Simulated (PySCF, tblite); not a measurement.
# C6H7F2NO: geometry, infrared bands and NMR shifts

What infrared bands and NMR shifts should C6H7F2NO (`CC(C)c1noc(F)c1F`) show?

Programs: tblite 0.8.0 and PySCF 2.14.0, with density-fitted response routines of our own. Each step states its level of theory. These are calculated values for one molecule in the gas phase, unless marked as measured. Atoms count from 0, in the outputs and in this text.

### 1 The molecule as given

17 atoms, charge 0, multiplicity 1; geometry from: force field or distance geometry start.

Bonds of the start (Å): C0–C1 1.53, C1–C2 1.51, C1–C3 1.50, C3–N4 1.36, N4–O5 1.39, O5–C6 1.36, C6–F7 1.34, C6–C8 1.36, C8–F9 1.34, C8–C3 1.40, C0–H10 1.09, C0–H11 1.11, C0–H12 1.09, C1–H13 1.10, C2–H14 1.11, C2–H15 1.08, C2–H16 1.10.

### 2 Optimising the geometry with GFN2-xTB

The job: settings as JSON, then the geometry in Å.

```
{"job": {"kind": "relax", "xc": "GFN2-xTB", "basis": "xTB"}, "charge": 0, "multiplicity": 1}
C     -1.493900    -1.141100     0.192900
C     -0.787100     0.162000     0.563200
C     -1.316800     1.327900    -0.240500
C      0.702000     0.033900     0.422900
N      1.501900     0.157300     1.510100
O      2.795800    -0.018400     1.025700
C      2.766500    -0.249700    -0.315900
F      3.841900    -0.462400    -1.085600
C      1.470600    -0.235600    -0.719800
F      1.006700    -0.421100    -1.958100
H     -1.354800    -1.392400    -0.863500
H     -2.583900    -1.051100     0.368900
H     -1.140400    -1.978100     0.802400
H     -1.009400     0.360200     1.624900
H     -2.404600     1.464100    -0.074500
H     -1.170600     1.185500    -1.305900
H     -0.830800     2.270900     0.042900
```

Command:

```bash
$ OMP_NUM_THREADS=1 python probes_run.py task.json out
```

This one command runs all jobs of the session in turn.

**Question.** This job is followed by: GFN2-xTB harmonic vibrations, gas phase; GIAO PBE0/pcSseg-1 NMR shielding, non-relativistic, gas phase. What will the session give for the following? strongest single infrared mode (GFN2-xTB); zero-point energy (GFN2-xTB); 13C shifts against TMS (PBE0/pcSseg-1, means over atoms taken as alike); 1H shifts against TMS (PBE0/pcSseg-1, means over atoms taken as alike); 15N shifts against NH3 (PBE0/pcSseg-1); 17O shifts against H2O (PBE0/pcSseg-1); 19F shifts against CFCl3 (PBE0/pcSseg-1).

As calculated:

| quantity | value |
| --- | --- |
| strongest single infrared mode (GFN2-xTB) | 1209 cm⁻¹, 194 km/mol |
| zero-point energy (GFN2-xTB) | 78.1 kcal/mol |
| 13C shifts against TMS (PBE0/pcSseg-1, means over atoms taken as alike) | 170.3, 166.4, 133.8, 32.3, 22.8 ppm |
| 1H shifts against TMS (PBE0/pcSseg-1, means over atoms taken as alike) | 3.05, 1.45 ppm |
| 15N shifts against NH3 (PBE0/pcSseg-1) | 369.5 ppm |
| 17O shifts against H2O (PBE0/pcSseg-1) | 335.8 ppm |
| 19F shifts against CFCl3 (PBE0/pcSseg-1) | -118.8, -211.4 ppm |

The optimisation took 31 steps and gained 0.263 eV; among the close pairs (by a distance rule), C3–N4 changed most, from 1.355 to 1.305 Å. No mode is imaginary among the 45: a minimum at this level. The strongest single mode, at 1209 cm⁻¹, has its largest shares on C6, O5 and C8 (the list is cut at 3 atoms). Unscaled tight-binding wavenumbers are off by several per cent, some by more. Its intensities can rank the bands wrongly. The most deshielded hydrogen is H13 (hydrogen on an sp3 CH on an aromatic ring), at 3.05 ppm: benzylic-type position, deshielded by the ring. At PBE0/pcSseg-1: The widest tensor belongs to N4: span 372 ppm, with a paramagnetic part of -422 ppm. NICS(1)zz of -21 ppm above the planar ring from C3 marks a diatropic (aromatic) ring current.
